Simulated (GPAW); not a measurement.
The system is Al3Au.

```xyz
4
Lattice="-2.0253 2.0253 4.0566 2.0253 -2.0253 4.0566 2.0253 2.0253 -4.0566" Properties=species:S:1:pos:R:3 pbc="T T T"
Au    0.0000    0.0000    0.0000
Al    0.0000    0.0000    4.0566
Al    2.0253    0.0000    2.0283
Al    0.0000    2.0253    2.0283
```

The cell comes from a database or a generator and needn't be the stable form of this composition.

```yaml
Program: GPAW 26.7.0
Task: relaxation of cell and atoms
Functional: PBEsol
Dispersion: D4
Potentials_or_basis: PAW data sets generated in the run's folder for this functional
Cutoff: 600 eV
Basis: pw
k_mesh: 6 × 6 × 6
Occupations: fermi-dirac, width 0.05 eV
Spin: no spin polarisation
```

At the start: pressure -4.4 GPa; volume 16.64 Å³/atom.

Task: Where does the relaxation end?

Result: Over 6 steps the energy falls by 11.5 meV/atom and the volume is 15.93 Å³/atom (-4.3 %); space group I4/mmm (No. 139, to 0.05 Å).

The path:
```csv
step,energy change (eV),largest force (eV/Å),pressure (GPa),volume (Å³)
1,0.0000,0.0000,-4.44,66.56
2,-0.0089,0.0000,-4.00,66.23
3,-0.0442,0.0000,0.40,63.41
4,-0.0445,0.0000,0.01,63.63
5,-0.0446,0.0000,-0.01,63.64
6,-0.0459,0.0000,-0.11,63.71
```

Final structure:
```
Au Al
1.0
    -1.98892    1.98892    4.02603
     1.98892   -1.98892    4.02603
     1.98893    1.98893   -4.02603
Au Al
1 3
Direct
  0.00000 0.00000 0.00000
  0.50000 0.50000 0.00000
  0.25000 0.75000 0.50000
  0.75000 0.25000 0.50000
```

Caveat: the k mesh is coarse (spacing up to 0.37 Å⁻¹), so the values aren't converged; with this Au data set, volumes or pressures lay over 1.5 % or 2 GPa off other programs in two to four cells of ten; later steps reuse the first step's grids; pairwise dispersion overbinds metals, which lowers pressure and volume.
